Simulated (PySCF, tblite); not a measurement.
# C₆H₁₅AlBN: geometry, infrared bands and NMR shifts

Aim: predict the infrared bands and NMR shifts of C₆H₁₅AlBN (`CB([NH][AlH2])C1CCCC1`).

The runs use tblite 0.8.0 and PySCF 2.14.0, with density-fitted response routines of our own; the level of theory stands in each step. All values are computed, except where a source is named. Atoms count from 0, in the outputs and in this text.

## 1. The starting structure

24 atoms, charge 0, multiplicity 1; geometry from: force field or distance geometry start.

Bonds of the start (Å): C0–B1 1.61, B1–N2 1.52, N2–Al3 1.91, B1–C4 1.57, C4–C5 1.52, C5–C6 1.52, C6–C7 1.51, C7–C8 1.53, C8–C4 1.53, C0–H9 1.11, C0–H10 1.11, C0–H11 1.10, N2–H12 1.02, Al3–H13 1.61, Al3–H14 1.62, C4–H15 1.10, C5–H16 1.11, C5–H17 1.10, C6–H18 1.10, C6–H19 1.10, C7–H20 1.10, C7–H21 1.09, C8–H22 1.10, C8–H23 1.13.

## 2. Optimising the geometry with GFN2-xTB

The job: settings as JSON, then the geometry in Å.

```
{"job": {"kind": "relax", "xc": "GFN2-xTB", "basis": "xTB"}, "charge": 0, "multiplicity": 1}
C      1.715800    -2.160800     0.015900
B      1.076100    -0.697200    -0.149300
N      1.825600     0.321400    -0.988900
Al     2.658900     1.674800     0.063900
C     -0.495800    -0.636600    -0.185700
C     -1.092500     0.060700     1.023600
C     -2.441400     0.431600     0.423200
C     -1.958000     1.209300    -0.781700
C     -0.996600     0.176800    -1.376100
H      2.143500    -2.409400    -0.972500
H      0.950700    -2.917500     0.269400
H      2.517200    -2.109400     0.764100
H      2.480800    -0.178800    -1.591600
H      3.960200     2.366900    -0.574700
H      2.261500     1.912900     1.613700
H     -0.932900    -1.640500    -0.225900
H     -0.577000     1.021100     1.236000
H     -1.188400    -0.607200     1.893300
H     -2.887800    -0.525800     0.107700
H     -3.063700     1.015900     1.112200
H     -2.770500     1.479800    -1.479100
H     -1.371900     2.051300    -0.411700
H     -0.180100     0.670500    -1.930100
H     -1.645400    -0.490100    -2.014600
```

Launch:

```bash
$ OMP_NUM_THREADS=1 python probes_run.py task.json out
```

One launch serves the whole session: the jobs run in the order shown.

**Question.** This job is followed by: GFN2-xTB harmonic vibrations, gas phase; GIAO PBE0/pcSseg-1 NMR shielding, non-relativistic, gas phase. What will the session give for the following? strongest single infrared mode (GFN2-xTB); zero-point energy (GFN2-xTB); 13C shifts against TMS (PBE0/pcSseg-1, means over atoms taken as alike); 1H shifts against TMS (PBE0/pcSseg-1, means over atoms taken as alike); 11B shifts against BF3·OEt2 (PBE0/pcSseg-1); 15N shifts against NH3 (PBE0/pcSseg-1); 27Al shifts against AlH4- (PBE0/pcSseg-1); surface potential, 1st and 99th percentile.

As calculated:

| quantity | value |
| --- | --- |
| strongest single infrared mode (GFN2-xTB) | 1770 cm⁻¹, 495 km/mol |
| zero-point energy (GFN2-xTB) | 124.0 kcal/mol |
| 13C shifts against TMS (PBE0/pcSseg-1, means over atoms taken as alike) | 47.6, 38.2, 28.5, 9.8 ppm |
| 1H shifts against TMS (PBE0/pcSseg-1, means over atoms taken as alike) | 4.97, 3.70, 2.46, 2.02, 1.74, 1.13, 0.52, 0.21 ppm |
| 11B shifts against BF3·OEt2 (PBE0/pcSseg-1) | 52.6 ppm |
| 15N shifts against NH3 (PBE0/pcSseg-1) | 122.1 ppm |
| 27Al shifts against AlH4- (PBE0/pcSseg-1) | 135.1 ppm |
| surface potential, 1st and 99th percentile | -0.69 V and 2.15 V |

**Reading.** Relaxing lowered the energy by 1.756 eV in 176 steps; the close pair that moved most is B1–N2, from 1.518 to 1.411 Å. All 66 modes are real, so the xTB geometry is a minimum. The strongest single mode, at 1770 cm⁻¹, moves mainly H13 and H14. GFN2-xTB is a fitted tight-binding method: band positions and strengths are rough. Its intensities can rank the bands wrongly. At PBE0/pcSseg-1: The widest tensor belongs to N2: span 162 ppm, with a paramagnetic part of -175 ppm. At PBE0/pcSseg-1, counted by nearest atom on the grid, the HOMO lies on N2 42 %; H13, H14 about 17 % each, the LUMO on Al3 30 %; H13, H14, H22 about 15 % each.
